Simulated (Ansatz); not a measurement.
# TaTe (Pm-3m) in Ansatz: further runs

The runs below take TaTe through relaxation of cell and atoms, with PBE.

Program: Ansatz 0.2.0. These are calculated values, not measurements. Logs are shortened: lines on timing, memory, paths and dates and some standing lists are left out, and cuts for length are marked.

## Step 1: Starting point

Symmetry: Pm-3m, No. 221, cubic system. The conventional cell has a = 3.420 Å, b = 3.420 Å, c = 3.420 Å, α = 90.00°, β = 90.00°, γ = 90.00°. Around Ta (site symmetry m-3m) lie 8 Te at 2.96 Å. Te (site symmetry m-3m) has 8 Ta at 2.96 Å as nearest neighbours.

The cell was built by a generator and needn't be a form met in nature.

## Step 2: Relaxation of cell and atoms, PBE

Input file input.yaml:

```yaml
crystal:
  lattice:
    - [3.42009, 0.0, 0.0]
    - [0.0, 3.42009, 0.0]
    - [0.0, 0.0, 3.42009]
  atoms:
    - { symbol: Ta, position: [0.5, 0.5, 0.5] }
    - { symbol: Te, position: [0.0, 0.0, 0.0] }
hamiltonian:
  xc: pbe
  pseudopotentials: { kind: paw }
kpoints:
  mp_grid: { grid: [8, 8, 8] }
scf:
  occupations: { method: fermi_dirac, width: 0.05 }
output:
  forces: true
  stress: true
  eigenvalues: true
relax:
  f_tol: 0.01
  max_steps: 40
  cell: { stress_tol: 0.05 }
```

Potentials or basis: Ansatz PAW.

Run with:

```bash
$ ansatz run input.yaml --threads 2 --pin off --max-ram 5632MiB --backend cpu --events-out ev --progress --plain --runs-dir out
```

Log:

```text
Warning: RAYON_NUM_THREADS=2 ignored (pool sized by the plan → 2); use --threads N
Engine: ansatz 0.2.0, aarch64-unknown-linux-gnu
Pseudopotentials: kind: paw
Pseudopotential: Ta, paw, valence charge 13, recommended cutoff 420 eV (normal), Ta.paw.azcp
Pseudopotential: Te, paw, valence charge 16, recommended cutoff 420 eV (normal), Te.paw.azcp
Functional definition: PBE
  parameter kappa = 0.804
  parameter beta = 0.06672455060314922
  exchange = pbe_x(kappa = kappa, mu = beta*pi^2/3)
  correlation = pbe_c(beta = beta)
Crystal: 2 atoms, lattice volume = 40.005 Å³
Basis set: ecut = 420 eV, 751 PW (Γ), exchange–correlation on 48×48×48 points (8 copies of the dense FFT grid, shifted against one another)
Bands: 19, of which v1, the nominal top of the filled ones, is band 15 counted from 1 (14 counted from 0)
Symmetry: 48 space group operations
Space group: Pm-3m (ITA 221), of the structure as read, at distance tolerance 3.4e-5 Å
k-points: 35 of 512
Non-local potential: Ta, projectors of the file, l = 0: 3, l = 1: 2, l = 2: 2, l = 3: 1
Non-local potential: Te, projectors of the file, l = 0: 2, l = 1: 2, l = 2: 2, l = 3: 2
PAW form: soft (Blöchl's): semilocal exchange-correlation on the pseudo side does not see the compensation charge
PAW one-centre angular grid: Ta, 590 points (default); XC on 64 Gauss nodes
PAW one-centre angular grid: Te, 590 points (default); XC on 64 Gauss nodes
Initial density: superposition of atomic densities (neutral atoms: chi_scale 0, normalization atom), corrected by the library's trained network
Initial wavefunctions: pseudopotential atomic-orbital guess
Functional: x = pbe(κ = 0.804, μ = 0.2195149727645171), c = pbe(β = 0.06672455060314922)
SCF iter   1: F=—  HF=-16911.789401 eV  |F-HF|=—  |Δ(HF+E_count)|=         —  Δρ=2.96e-3  dr2=2.67e-3  ethr=1.77e-3  ⟨swp⟩=5.7  Hψ=3296  notcnv=0
preconditioner: auto → none  [metal: Δε(μ)=0.026 eV  Ē_g=7.978 eV  σ=0.050 eV  W_gap=0.13  n_scr=6 (ndim 8)  ℏωp=19.5 eV  f_vac=0.000  D(μ)=3.65/eV (n_scr^D=32)  sad-step TF]
SCF iter   2: F=—  HF=-16911.789479 eV  |F-HF|=—  |Δ(HF+E_count)|=   7.79e-5  Δρ=1.90e-3  dr2=1.34e-3  ethr=9.22e-6  ⟨swp⟩=2.1  Hψ=1187  notcnv=0
SCF iter   3: F=—  HF=-16911.789666 eV  |F-HF|=—  |Δ(HF+E_count)|=   1.87e-4  Δρ=6.14e-4  dr2=1.42e-4  ethr=4.63e-6  ⟨swp⟩=2.5  Hψ=1154  notcnv=0
SCF iter   4: F=—  HF=-16911.789578 eV  |F-HF|=—  |Δ(HF+E_count)|=   8.79e-5  Δρ=2.46e-4  dr2=1.19e-5  ethr=4.89e-7  ⟨swp⟩=2.0  Hψ=1091  notcnv=0
SCF iter   5: F=—  HF=-16911.789564 eV  |F-HF|=—  |Δ(HF+E_count)|=   1.39e-5  Δρ=2.43e-5  dr2=1.18e-7  ethr=4.09e-8  ⟨swp⟩=2.0  Hψ=1115  notcnv=0
SCF iter   6: F=-16911.789564 eV  HF=-16911.789564 eV  |F-HF|=5.09e-9  |Δ(HF+E_count)|=   2.63e-8  Δρ=4.31e-6  dr2=5.75e-9  ethr=3.45e-10  ⟨swp⟩=5.4  Hψ=2700  notcnv=0
SCF 1 converged in 6 iterations: F = -16911.789564 eV  dr2 = 5.75e-9
relax step   1: F+E_penalty+E_count = -16911.78956414 eV  Δ(F+E_penalty+E_count) = +0.000e0 eV  max|allowed force component| = 1.712e-28 eV/Å  Δτ_max = 0.0000 Å  P = +0.116 GPa  Ω = 40.005 Å³  (6 SCF iters, dr2 threshold 1.00e-7 eV, accepted)
Crystal: 2 atoms, lattice volume = 40.106 Å³
Initial density: handed on by an earlier stage of this run
Initial wavefunctions: those handed on with the density
iter 1 solved again at ethr=1.59e-7 eV; its pass at ethr=3.10e-3 eV (dr2=4.60e-5 eV) is discarded
SCF iter   1: F=—  HF=-16911.789510 eV  |F-HF|=—  |Δ(HF+E_count)|=         —  Δρ=2.23e-4  dr2=4.63e-5  ethr=1.59e-7  ⟨swp⟩=2.0  Hψ=3566  notcnv=0
preconditioner: auto → none  [metal: Δε(μ)=0.027 eV  Ē_g=7.954 eV  σ=0.050 eV  W_gap=0.13  n_scr=6 (ndim 8)  ℏωp=19.4 eV  f_vac=0.000  D(μ)=3.67/eV (n_scr^D=32)]
SCF iter   2: F=—  HF=-16911.789493 eV  |F-HF|=—  |Δ(HF+E_count)|=   1.61e-5  Δρ=8.17e-5  dr2=5.76e-6  ethr=1.59e-7  ⟨swp⟩=2.0  Hψ=747  notcnv=0
SCF iter   3: F=—  HF=-16911.789493 eV  |F-HF|=—  |Δ(HF+E_count)|=   2.03e-8  Δρ=9.31e-6  dr2=4.71e-8  ethr=1.99e-8  ⟨swp⟩=2.0  Hψ=797  notcnv=0
iter 4 did not close the SCF: its close was put off for the readings that it lacked (scf_convergence_deferred on its scf_iter line)
SCF iter   4: F=-16911.789493 eV  HF=-16911.789493 eV  |F-HF|=1.40e-9  |Δ(HF+E_count)|=  6.33e-10  Δρ=2.34e-6  dr2=6.60e-10  ethr=1.62e-10  ⟨swp⟩=2.4  Hψ=1128  notcnv=0
iter 5 did not close the SCF: its close was put off for the readings that it lacked (scf_convergence_deferred on its scf_iter line)
SCF iter   5: F=-16911.789493 eV  HF=-16911.789493 eV  |F-HF|=1.09e-11  |Δ(HF+E_count)|=   1.55e-9  Δρ=4.28e-7  dr2=2.74e-11  ethr=2.28e-12  ⟨swp⟩=2.0  Hψ=1177  notcnv=0
SCF iter   6: F=-16911.789493 eV  HF=-16911.789493 eV  |F-HF|=7.28e-12  |Δ(HF+E_count)|=  2.55e-11  Δρ=4.08e-8  dr2=5.20e-13  ethr=1.00e-12  ⟨swp⟩=1.1  Hψ=1473  notcnv=0
SCF 2 converged in 6 iterations: F = -16911.789493 eV  dr2 = 5.20e-13
relax step   2: F+E_penalty+E_count = -16911.78949349 eV  Δ(F+E_penalty+E_count) = +7.065e-5 eV  max|allowed force component| = 4.470e-30 eV/Å  Δτ_max = 0.0000 Å  P = -0.248 GPa  Ω = 40.106 Å³  energy of the carried Pulay correction = -2.852e-5 eV  (6 SCF iters, dr2 threshold 3.35e-8 eV, rejected (line search))
Crystal: 2 atoms, lattice volume = 40.037 Å³
iter 1 solved again at ethr=7.23e-8 eV; its pass at ethr=3.10e-3 eV (dr2=2.10e-5 eV) is discarded
SCF iter   1: F=—  HF=-16911.789578 eV  |F-HF|=—  |Δ(HF+E_count)|=         —  Δρ=1.51e-4  dr2=2.12e-5  ethr=7.23e-8  ⟨swp⟩=2.0  Hψ=3566  notcnv=0
preconditioner: auto → none  [metal: Δε(μ)=0.027 eV  Ē_g=7.963 eV  σ=0.050 eV  W_gap=0.13  n_scr=6 (ndim 8)  ℏωp=19.5 eV  f_vac=0.000  D(μ)=3.65/eV (n_scr^D=32)]
SCF iter   2: F=—  HF=-16911.789569 eV  |F-HF|=—  |Δ(HF+E_count)|=   8.83e-6  Δρ=5.52e-5  dr2=2.63e-6  ethr=7.23e-8  ⟨swp⟩=2.0  Hψ=747  notcnv=0
SCF iter   3: F=—  HF=-16911.789567 eV  |F-HF|=—  |Δ(HF+E_count)|=   2.29e-6  Δρ=6.37e-6  dr2=2.25e-8  ethr=9.05e-9  ⟨swp⟩=2.0  Hψ=795  notcnv=0
SCF iter   4: F=—  HF=-16911.789567 eV  |F-HF|=—  |Δ(HF+E_count)|=  3.97e-10  Δρ=1.58e-6  dr2=3.06e-10  ethr=7.74e-11  ⟨swp⟩=2.3  Hψ=1051  notcnv=0
iter 5 did not close the SCF: its close was put off for the readings that it lacked (scf_convergence_deferred on its scf_iter line)
SCF iter   5: F=-16911.789567 eV  HF=-16911.789567 eV  |F-HF|=0.00e0  |Δ(HF+E_count)|=  6.88e-10  Δρ=2.86e-7  dr2=1.30e-11  ethr=1.06e-12  ⟨swp⟩=2.0  Hψ=1177  notcnv=0
SCF iter   6: F=-16911.789567 eV  HF=-16911.789567 eV  |F-HF|=3.64e-12  |Δ(HF+E_count)|=  7.28e-12  Δρ=2.94e-8  dr2=2.41e-13  ethr=1.00e-12  ⟨swp⟩=4.7  Hψ=2720  notcnv=0
SCF 3 converged in 6 iterations: F = -16911.789567 eV  dr2 = 2.41e-13
relax step   3: F+E_penalty+E_count = -16911.78956658 eV  Δ(F+E_penalty+E_count) = -2.434e-6 eV  max|allowed force component| = 6.574e-31 eV/Å  Δτ_max = 0.0000 Å  P = -0.001 GPa  Ω = 40.037 Å³  energy of the carried Pulay correction = -9.057e-6 eV  (6 SCF iters, accepted)
Initial wavefunctions: pseudopotential atomic-orbital guess (no wavefunctions were taken with the density)
iter 1 solved again at ethr=7.41e-8 eV; its pass at ethr=3.10e-3 eV (dr2=2.15e-5 eV) is discarded
SCF iter   1: F=—  HF=-16911.789578 eV  |F-HF|=—  |Δ(HF+E_count)|=         —  Δρ=1.21e-6  dr2=9.75e-11  ethr=7.41e-8  ⟨swp⟩=3.2  Hψ=5030  notcnv=0
eigensolver tolerance schedule: the retry pair's looser diagonalisation over-reported the residual by 220233.54 of it (diagonalisation noise at an unbounded share of the residual, at the tolerance the schedule requests for it); recorded, not acted on — ethr = c·dr2/N_el stays at c = 1.0e-1
preconditioner: auto → none  [metal: Δε(μ)=0.027 eV  Ē_g=7.964 eV  σ=0.050 eV  W_gap=0.13  n_scr=6 (ndim 8)  ℏωp=19.5 eV  f_vac=0.000  D(μ)=3.66/eV (n_scr^D=32)]
SCF iter   2: F=—  HF=-16911.789574 eV  |F-HF|=—  |Δ(HF+E_count)|=   4.06e-6  Δρ=6.09e-7  dr2=2.35e-11  ethr=1.00e-12  ⟨swp⟩=3.5  Hψ=1729  notcnv=0
iter 3 did not close the SCF: its close was put off for the readings that it lacked (scf_convergence_deferred on its scf_iter line)
SCF iter   3: F=-16911.789574 eV  HF=-16911.789574 eV  |F-HF|=1.09e-11  |Δ(HF+E_count)|=  3.64e-11  Δρ=2.97e-7  dr2=4.87e-12  ethr=1.00e-12  ⟨swp⟩=1.0  Hψ=665  notcnv=0
iter 4 did not close the SCF: its close was put off for the readings that it lacked (scf_convergence_deferred on its scf_iter line)
SCF iter   4: F=-16911.789574 eV  HF=-16911.789574 eV  |F-HF|=0.00e0  |Δ(HF+E_count)|=  3.64e-12  Δρ=1.05e-7  dr2=8.37e-13  ethr=1.00e-12  ⟨swp⟩=1.0  Hψ=665  notcnv=0
iter 5 did not close the SCF: its close was put off for the readings that it lacked (scf_convergence_deferred on its scf_iter line)
SCF iter   5: F=-16911.789574 eV  HF=-16911.789574 eV  |F-HF|=3.64e-12  |Δ(HF+E_count)|=  1.09e-11  Δρ=1.92e-8  dr2=2.59e-14  ethr=1.00e-12  ⟨swp⟩=1.0  Hψ=665  notcnv=0
iter 6 did not close the SCF: its close was put off for the readings that it lacked (scf_convergence_deferred on its scf_iter line)
SCF iter   6: F=-16911.789574 eV  HF=-16911.789574 eV  |F-HF|=3.64e-12  |Δ(HF+E_count)|=  3.64e-12  Δρ=1.81e-9  dr2=3.62e-16  ethr=1.00e-12  ⟨swp⟩=1.0  Hψ=665  notcnv=0
SCF iter   7: F=-16911.789574 eV  HF=-16911.789574 eV  |F-HF|=7.28e-12  |Δ(HF+E_count)|=  7.28e-12  Δρ=3.36e-10  dr2=1.67e-17  ethr=1.00e-12  ⟨swp⟩=2.6  Hψ=1726  notcnv=0
SCF 4 converged in 7 iterations: F = -16911.789574 eV  dr2 = 1.67e-17
relax step   4: F+E_penalty+E_count = -16911.78957428 eV  Δ(F+E_penalty+E_count) = -7.700e-6 eV  max|allowed force component| = 3.714e-30 eV/Å  Δτ_max = 0.0000 Å  P = -0.000 GPa  Ω = 40.037 Å³  stress off target by 4.02e-4 GPa  SCF on the basis re-selected at this cell (its energy is not comparable with the rows above)  (7 SCF iters)
basis re-selected at this cell: Δ(F+E_penalty+E_count) = -7.700e-6 eV, ΔP = +0.000 GPa vs the last step (what re-selecting the basis moved, of the pressure what is left beyond the Pulay correction that the steps carried, after the strain that the cell walked since its last selection, with what the two solves' SCF thresholds leave and, on support functions, any second-order correction that the steps lacked; it is no measure of the basis error at this ecutwfc). This SCF's stress stands 4.02e-4 GPa from its target on what of the cell is left free (relax.cell.stress_tol is 5.00e-2 GPa) and its largest allowed force component is 3.71e-30 eV/Å (relax.f_tol is 1.00e-2 eV/Å): within both
SCF converged after 7 iterations
Free energy (F): -16911.789574 eV
Harris-Foulkes:  -16911.789574 eV  (|F-HF|=7.28e-12)
Internal energy: -16911.761332 eV  (E = F + TS)
E sigma→0 (E₀):  -16911.775453 eV
Entropy (-TS):   -0.028242 eV (-14.121 meV/atom)
Fermi energy:    18.023852 eV
--- Per-component energies (eV) ---
  E_band       = -260.341728
  E_kinetic    = 549.527663
  E_local      = -1333.943097  (includes V_loc(G=0)·N_el)
  E_nonlocal   = -295.521900
  E_hartree    = 812.102734
  E_xc         = -343.934824
  E_vxc        = -310.039150  (∫ρ·V_xc dr)
  E_paw        = -13060.060177  (= ΣΔE_a)
  E_vpaw       = -494.570663  (= ΣTr[D̂ρ^β])
  E_aug_tail   = -0.000049  (compensation charges beyond the density's cutoff)
  E_ewald      = -3239.931683
  E_smearing   = -0.028242  (= −TS)
  E_closure    = 0.000000  (closes the sum)
  Σ components = -16911.789574   (vs F -16911.789574, Δ=0.00e0)
--- Forces (eV/Å), atoms counted from 1 ---
  atom   1  Ta    -0.00000000    -0.00000000     0.00000000
  atom   2  Te     0.00000000     0.00000000    -0.00000000
  max |Σ_I F_I| component: 7.30e-30 eV/Å
--- Stress (GPa, compression-positive) ---
       -0.000402      -0.000000       0.000000
       -0.000000      -0.000402       0.000000
        0.000000       0.000000      -0.000402
  P = ⅓ Tr σ = -0.0004 GPa (-0.004 kbar)
--- Band table (eV; the first three rows and the last of 35) ---
  k-point 0: bands = ["-50.4380", "-19.8684", "-19.8684", "-19.8414", "-19.8414", "-19.8414", "-16.8898", "-16.8898", "-16.8898", "3.1461", "15.2047", "15.2047", "16.5495", "16.5495", "16.5495", "19.4221", "19.4221", "19.4221", "20.0765"]
  k-point 1: bands = ["-50.4373", "-19.8683", "-19.8643", "-19.8436", "-19.8436", "-19.8412", "-16.9126", "-16.8861", "-16.8861", "3.3458", "14.0528", "15.3051", "16.2351", "16.2351", "16.8268", "19.4484", "19.8755", "19.8755", "21.1988"]
  k-point 2: bands = ["-50.4357", "-19.8679", "-19.8543", "-19.8490", "-19.8490", "-19.8409", "-16.9670", "-16.8772", "-16.8772", "3.9057", "11.9908", "15.5719", "15.6627", "15.6627", "17.8792", "19.5134", "20.9172", "20.9172", "22.6477"]
  k-point 34: bands = ["-50.4244", "-19.8714", "-19.8714", "-19.8714", "-19.8228", "-19.8228", "-16.9814", "-16.9814", "-16.9814", "7.5617", "11.3230", "11.3230", "11.3230", "19.5249", "19.5249", "19.5249", "21.2776", "21.2776", "22.5496"]
--- Relaxed structure (3 steps of the walk, 2 accepted, 1 SCFs on fresh bases) ---
  F+E_penalty+E_count = -16911.78957428 eV   max|allowed force component| = 3.714e-30 eV/Å   (the final SCF, on the basis selected at the relaxed cell)
  cell:  # Å, volume = 40.0369 Å³
    - [3.4210030038436234, 0.0, 0.0]
    - [0.0, 3.4210030038436234, -3.209883240645393e-35]
    - [0.0, -3.209883240645393e-35, 3.4210030038436234]
  atoms:
    - { symbol: Ta, position: [0.5, 0.5, 0.5] }
    - { symbol: Te, position: [2.6461445699083292e-46, -1.7071900451021479e-47, -1.7071900451021479e-47] }
```

Wall time 3.2 s (2 threads of Arm Neoverse V2, shared host); peak memory 0.32 GiB.

What came out:

| Item | Value |
| --- | --- |
| Free energy | -16911.7896 eV |
| Relaxed volume | 20.02 Å³/atom |
| Relaxed cell | a = 3.421 Å, b = 3.421 Å, c = 3.421 Å, α = 90.00°, β = 90.00°, γ = 90.00° |
| Space group after relaxing (to 0.05 Å) | Pm-3m (No. 221) |
| Energy gained by relaxing | 0.0 meV/atom |
| Ionic steps | 3 |
| Pressure after relaxing | 0.0 GPa |
| Band gap on the k mesh | none (metal or under the smearing width) |

Final structure:
```
Ta Te
1.0
     3.42100    0.00000    0.00000
     0.00000    3.42100    0.00000
     0.00000    0.00000    3.42100
Ta Te
1 1
Direct
  0.50000 0.50000 0.50000
  0.00000 0.00000 0.00000
```

Caveat: the plane-wave basis is chosen anew once the cell has moved, so the energies of steps on either side of that aren't comparable.

## Step 3: Relaxation of cell and atoms, PBE, target pressure 2 GPa, at which the enthalpy is minimised

Edit input.yaml of step 2 so:

```diff
@@ -22,2 +22,2 @@
   max_steps: 40
-  cell: { stress_tol: 0.05 }
+  cell: { stress_tol: 0.05, p_target: 2.0 }
```

Potentials or basis: Ansatz PAW.

Run with:

```bash
$ ansatz run input.yaml --threads 2 --pin off --max-ram 5632MiB --backend cpu --events-out ev --progress --plain --runs-dir out
```

Run time: 4.1 s. Hardware: 2 threads of Arm Neoverse V2, shared host; peak memory 0.32 GiB.

The run converged. Its results:

```
Free energy                                            : -16911.7863 eV
Relaxed volume                                         : 19.75 Å³/atom
Relaxed cell                                           : a = 3.406 Å, b = 3.406 Å, c = 3.406 Å, α = 90.00°, β = 90.00°, γ = 90.00°
Space group after relaxing (to 0.05 Å)                 : Pm-3m (No. 221)
Energy change on relaxing (the enthalpy is what falls) : +1.6 meV/atom
Ionic steps                                            : 4
Pressure after relaxing                                : 2.0 GPa
Band gap on the k mesh                                 : none (metal or under the smearing width)
```

The path:
| step | energy change (eV) | largest force (eV/Å) | volume (Å³) |
| --- | --- | --- | --- |
| 1 | 0.0000 | 0.0000 | 40.00 |
| 2 | 0.0028 | 0.0000 | 39.53 |
| 3 | 0.0031 | 0.0000 | 39.50 |
| 4 | 0.0033 | 0.0000 | 39.50 |

Final structure:
```
CELL_PARAMETERS angstrom
3.40574 0.00000 0.00000
0.00000 3.40574 0.00000
0.00000 0.00000 3.40574
ATOMIC_POSITIONS crystal
Ta 0.50000 0.50000 0.50000
Te 0.00000 0.00000 0.00000
```

Levels at points of the mesh, in eV from the Fermi level:
| k point | band 11 | band 12 | band 13 | band 14 | band 15 | band 16 | band 17 | band 18 | band 19 |
| --- | --- | --- | --- | --- | --- | --- | --- | --- | --- |
| (0.00, 0.00, 0.00) | -2.87 | -2.87 | -1.46 | -1.46 | -1.46 | 1.43 | 1.43 | 1.43 | 2.20 |
| (0.00, 0.00, -0.50) | -8.70 | -3.00 | -3.00 | -2.03 | 1.61 | 2.77 | 4.41 | 5.14 | 5.35 |
| (0.00, -0.50, -0.50) | -5.96 | -5.96 | -3.44 | -0.27 | -0.27 | 0.50 | 1.51 | 3.18 | 3.61 |
| (-0.50, -0.50, -0.50) | -6.79 | -6.79 | -6.79 | 1.52 | 1.52 | 1.52 | 3.32 | 3.32 | 4.63 |

Caveat: the plane-wave basis is chosen anew once the cell has moved, so the energies of steps on either side of that aren't comparable.
